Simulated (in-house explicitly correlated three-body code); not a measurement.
**Two electrons around a charge of +1.295: exact states and exact Kohn–Sham parts**

Aim: the lowest states of two electrons around a charge of +1.295 to near-exact accuracy, with their sizes and correlation, then the exact Kohn–Sham parts of the ground state and the errors of common functionals.

The numbers are computed with in-house explicitly correlated three-body code version 1 (two electrons, non-relativistic, variational in exponentially correlated functions), except any that are marked as measured or tabulated.

## Step 1: Starting point

```
charge of the centre : +1.295
mass of the centre   : infinite
interactions         : Coulomb
basis                : 260 functions exp(−a r1 − b r2 − g r12) a state, exponent ranges optimised
units                : hartree and bohr; relativity and QED are left out
```

## Step 2: The run

Settings:

```ini
Z = 1.295
interaction_strength = 1.0
functions = 260
states_tried = 13
```

The run is started by

```bash
python run_hyl.py task.json out
```

From the run's result record (rounded, not every field):

```text
{
  "status": "converged",
  "states [hartree, bohr]": [
    {"name": "1 1S", "E": -1.020038761002, "change": 5.4e-10, "T": 1.0200387595, "inv_r": 0.9832827689, "inv_r12": 0.506624851, "r": 1.68054893, "r2": 4.08205616, "r12": 2.64505177, "r12_2": 8.72936082, "cos": -0.09324095, "p1p2": 0.069985708, "d1": 0.4094793, "d12": 0.013635},
    {"name": "2 3S", "E": -0.8599555832601, "change": 8e-11, "T": 0.85995558526, "inv_r": 0.7091916279, "inv_r12": 0.1168951478, "r": 5.8148144, "r2": 66.9149692, "r12": 10.5683652, "r12_2": 134.167799, "cos": -0.01347141, "p1p2": 0.0012885944, "d1": 0.3484484, "d12": 0.0},
    {"name": "2 1S", "E": -0.8549040695763, "change": 5.8e-10, "T": 0.85490407583, "inv_r": 0.6957392194, "inv_r12": 0.09215643295, "r": 7.44000467, "r2": 111.666628, "r12": 13.7908558, "r12_2": 223.604144, "cos": -0.008767408, "p1p2": 0.0017843338, "d1": 0.3476812, "d12": 0.00037303},
    {"name": "2 3P", "E": -0.8497296575689, "change": 9.1e-09, "T": 0.84972974952, "inv_r": 0.6862074813, "inv_r12": 0.07781796945, "r": 8.69354824, "r2": 160.245501, "r12": 16.2884086, "r12_2": 320.751448, "cos": -0.008231277, "p1p2": -0.0016324624, "d1": 0.3451757, "d12": 0.0},
    {"name": "2 1P", "E": -0.8494298379702, "change": 3.8e-09, "T": 0.84942987871, "inv_r": 0.6844253555, "inv_r12": 0.07380195394, "r": 9.02389358, "r2": 172.054401, "r12": 16.9430076, "r12_2": 344.331304, "cos": -0.005639929, "p1p2": 0.0011056451, "d1": 0.3455847, "d12": 4.8686e-06},
    {"name": "3 3S", "E": -0.8458712402914, "change": 6.7e-09, "T": 0.84587110959, "inv_r": 0.6701988527, "inv_r12": 0.0440726787, "r": 15.6571384, "r2": 521.690911, "r12": 30.1879982, "r12_2": 1043.51575, "cos": -0.002835602, "p1p2": 0.00026615121, "d1": 0.3462318, "d12": 0.0},
    {"name": "3 3P", "E": -0.8434589582602, "change": 2.5e-08, "T": 0.84345925999, "inv_r": 0.664488238, "inv_r12": 0.03410631806, "r": 21.2098561, "r2": 984.155605, "r12": 41.2856691, "r12_2": 1968.42407, "cos": -0.002455495, "p1p2": -0.00054963121, "d1": 0.3454981, "d12": 0.0},
    {"name": "3 1P", "E": -0.8433565063884, "change": 7.7e-09, "T": 0.8433566129, "inv_r": 0.6638865231, "inv_r12": 0.03275297558, "r": 21.7278522, "r2": 1031.24027, "r12": 42.3196742, "r12_2": 2062.58079, "cos": -0.001622533, "p1p2": 0.00037535081, "d1": 0.3456237, "d12": 1.6853e-06},
    {"name": "4 3S", "E": -0.842203211243, "change": -1.2e-08, "T": 0.84221015998, "inv_r": 0.6592114339, "inv_r12": 0.02294424263, "r": 30.587413, "r2": 2033.83774, "r12": 60.0322339, "r12_2": 4067.74089, "cos": -0.001015661, "p1p2": 9.4352405e-05, "d1": 0.3458501, "d12": 0.0},
    {"name": "4 3P", "E": -0.8412805330423, "change": 9.7e-08, "T": 0.84128095832, "inv_r": 0.6569777552, "inv_r12": 0.01901089467, "r": 38.819657, "r2": 3321.90571, "r12": 76.4939844, "r12_2": 6643.87413, "cos": -0.001027794, "p1p2": -0.00024042495, "d1": 0.3455805, "d12": 0.0}
  ],
  "threshold [hartree]": -0.8385125,
  "transitions": [
    ["1 1S", "2 1P", 0.17060892, 0.4348796],
    ["1 1S", "3 1P", 0.17668226, 0.130659],
    ["2 1S", "2 1P", 0.0054742316, 212.4167],
    ["2 1S", "3 1P", 0.011547563, 0.4960364],
    ["2 3S", "2 3P", 0.010225926, 128.076],
    ["2 3S", "3 3P", 0.016496625, 1.717321],
    ["2 3S", "4 3P", 0.01867505, 0.2540996],
    ["3 3S", "2 3P", -0.0038584173, 178.1191],
    ["3 3S", "3 3P", 0.002412282, 839.5829],
    ["3 3S", "4 3P", 0.0045907073, 16.59871],
    ["4 3S", "2 3P", -0.0075264463, 5.710147],
    ["4 3S", "3 3P", -0.001255747, 1072.146],
    ["4 3S", "4 3P", 0.0009226782, 2898.857]
  ],
  "kohn_sham [hartree]": {"Ts": 0.988228061, "hartree": 1.15794288, "Ex": -0.578971441, "Tc": 0.0318106984, "Uc": -0.0723465899, "Ec": -0.0405358915, "norm": 1.99999999},
  "hartree_fock [hartree]": [-0.97989548198, -0.198465104]
}
```

«change» is the move of the energy from 170 to 260 functions; states that moved too far are left out. d1 and d12 are the expectation values of δ(r1) and δ(r12).

Wall time 39 s (1 thread of Intel Xeon Platinum 8259CL at 2.50GHz (Skylake/Cascade Lake), shared host).

## Step 3: Levels

Binding counts from the one-electron threshold at -0.838512 hartree:

```csv
state,binding (eV),excitation (eV),quantum defect,⟨r⟩,⟨r12⟩ (bohr),⟨cos θ12⟩
1 ¹S,4.93958,0,0.510,1.681,2.645,-0.0932
2 ³S,0.583496,4.35609,0.575,5.815,10.57,-0.0135
2 ¹S,0.446037,4.49354,0.371,7.440,13.79,-0.0088
2 ³P,0.305234,4.63435,0.030,8.694,16.29,-0.0082
2 ¹P,0.297076,4.64251,0.004,9.024,16.94,-0.0056
3 ³S,0.200242,4.73934,0.568,15.66,30.19,-0.0028
3 ³P,0.134600,4.80498,0.034,21.21,41.29,-0.0025
3 ¹P,0.131812,4.80777,0.003,21.73,42.32,-0.0016
4 ³S,0.100429,4.83915,0.566,30.59,60.03,-0.0010
4 ³P,0.0753220,4.86426,0.035,38.82,76.49,-0.0010
```

## Step 4: Electric-dipole lines

Oscillator strengths from the S state (negative where P lies lower) and rates of the upper state's decay:

```
   S     P  E(P) − E(S) (eV)         f  rate (1/s)
1 ¹S  2 ¹P            4.6425   0.04946   1.542e+07
1 ¹S  3 ¹P            4.8078   0.01539   5.145e+06
2 ¹S  2 ¹P           0.14896    0.7752   2.488e+05
2 ¹S  3 ¹P           0.31423  0.003819   5.454e+03
2 ³S  2 ³P           0.27826    0.8731   9.779e+05
2 ³S  3 ³P           0.44890   0.01889   5.505e+04
2 ³S  4 ³P           0.50817  0.003164   1.182e+04
3 ³S  2 ³P          -0.10499   -0.4582   2.192e+05
3 ³S  3 ³P          0.065642     1.350   8.415e+04
3 ³S  4 ³P           0.12492   0.05080   1.147e+04
4 ³S  2 ³P          -0.20481  -0.02865   5.215e+04
4 ³S  3 ³P         -0.034171   -0.8976   4.548e+04
4 ³S  4 ³P          0.025107     1.783   1.626e+04
```

## Step 5: The exact density, inverted

With two electrons in one orbital the density fixes the Kohn–Sham potential directly; exchange is minus half the Hartree term. On a radial grid:

| r (bohr) | 4πr²n | v_x | v_c | pair density 4πr12²h | Coulomb hole |
| --- | --- | --- | --- | --- | --- |
| 0.165 | 0.1837 | -0.9643 | -0.057 | 0.005317 | -0.00740 |
| 0.23 | 0.3031 | -0.9492 | -0.049 | 0.01069 | -0.0135 |
| 0.321 | 0.4710 | -0.9237 | -0.036 | 0.02154 | -0.0237 |
| 0.449 | 0.6750 | -0.8824 | -0.018 | 0.04310 | -0.0392 |
| 0.628 | 0.8654 | -0.8204 | 0.005 | 0.08359 | -0.0578 |
| 0.877 | 0.9615 | -0.7352 | 0.026 | 0.1515 | -0.0698 |
| 1.23 | 0.8942 | -0.6279 | 0.038 | 0.2457 | -0.0572 |
| 1.71 | 0.6767 | -0.5119 | 0.035 | 0.3260 | -0.0131 |
| 2.39 | 0.3959 | -0.3961 | 0.020 | 0.3247 | 0.0328 |
| 3.34 | 0.1676 | -0.2944 | 0.007 | 0.2107 | 0.0341 |
| 4.67 | 0.04541 | -0.2134 | 0.001 | 0.07513 | 0.00839 |
| 6.53 | 0.006562 | -0.1531 | 0.000 | 0.01206 | -0.00120 |

The last two columns are read against r12, and the hole is the exact less the Kohn–Sham pair density.

## Step 6: Errors of approximate functionals

Errors in millihartree. The functional-driven error is that on the exact density; the rest comes from the functional's own density. Hybrids were run self-consistently alone, so they have no split; a dash in a self-consistent column means that the top level came out unbound:

| functional | exchange | correlation | functional-driven | density-driven | total, self-consistent | top level + binding (eV) |
| --- | --- | --- | --- | --- | --- | --- |
| LDA VWN5 | +76.3 | -47.6 | +28.6 | -1.1 | +27.6 | +4.21 |
| LDA PW92 | +76.3 | -47.5 | +28.7 | -1.1 | +27.7 | +4.21 |
| PBE | -0.5 | +4.1 | +3.6 | -0.7 | +3.0 | +4.25 |
| PBEsol | +26.8 | -4.7 | +22.1 | -0.7 | +21.4 | +4.33 |
| BLYP | -6.7 | +3.9 | -2.9 | -1.0 | -3.8 | +4.25 |
| RPBE | -10.9 | +4.1 | -6.8 | -0.9 | -7.6 | +4.24 |
| PW91 | -2.2 | +1.8 | -0.4 | -0.7 | -1.1 | +4.21 |
| BP86 | -6.7 | -1.6 | -8.3 | -0.5 | -8.8 | +4.12 |
| OLYP | -6.2 | +3.9 | -2.3 | -1.2 | -3.6 | +4.32 |
| AM05 | +57.1 | -35.9 | +21.2 | -0.8 | +20.4 | +4.34 |
| TPSS | -6.8 | +2.7 | -4.1 | -0.3 | -4.4 | +4.11 |
| revTPSS | -6.0 | -0.8 | -6.9 | -0.2 | -7.0 | +4.00 |
| SCAN | -7.0 | +6.7 | -0.3 | -0.2 | -0.4 | +3.98 |
| r2SCAN | -7.0 | +6.7 | -0.3 | -0.2 | -0.4 | +3.98 |
| M06-L | -8.4 | +6.6 | -1.9 | -2.3 | -4.2 | +4.04 |
| PBE0 | – | – | – | – | +3.6 | +2.99 |
| B3LYP (VWN-RPA) | – | – | – | – | -11.5 | +3.11 |
| HSE06 | – | – | – | – | +3.0 | +3.39 |
| ωB97X | – | – | – | – | -3.2 | +0.35 |
| r2SCAN0 | – | – | – | – | +1.4 | +2.79 |

## Step 7: Summary of results

| quantity | value |
| --- | --- |
| ground-state energy | -1.02003876 hartree |
| binding of the second electron | 4.9396 eV |
| ⟨r12⟩, ⟨cos θ12⟩ | 2.645 bohr, -0.0932 |
| resonance line 1 ¹S–2 ¹P | 4.6425 eV, f = 0.0495 |
| Ts, Ex, Ec (Kohn–Sham) | 0.98823, -0.57897, -0.04054 hartree |
| exact less Hartree–Fock | -0.04014 hartree |

In words: The second electron is bound by 4.940 eV, and the mean cosine of -0.093 shows the electrons leaning only slightly to opposite sides. The virial ratio −T/E is 1.0000000, where an exact Coulomb state gives 1. Exchange puts 2 ³S 0.137 eV under 2 ¹S. On the exact density SCAN errs least (-0.3 millihartree) and LDA PW92 most (+28.7). Self-consistent top levels of the semilocal functionals lie +4.0 to +4.3 eV from minus the binding energy, the exact Kohn–Sham level.
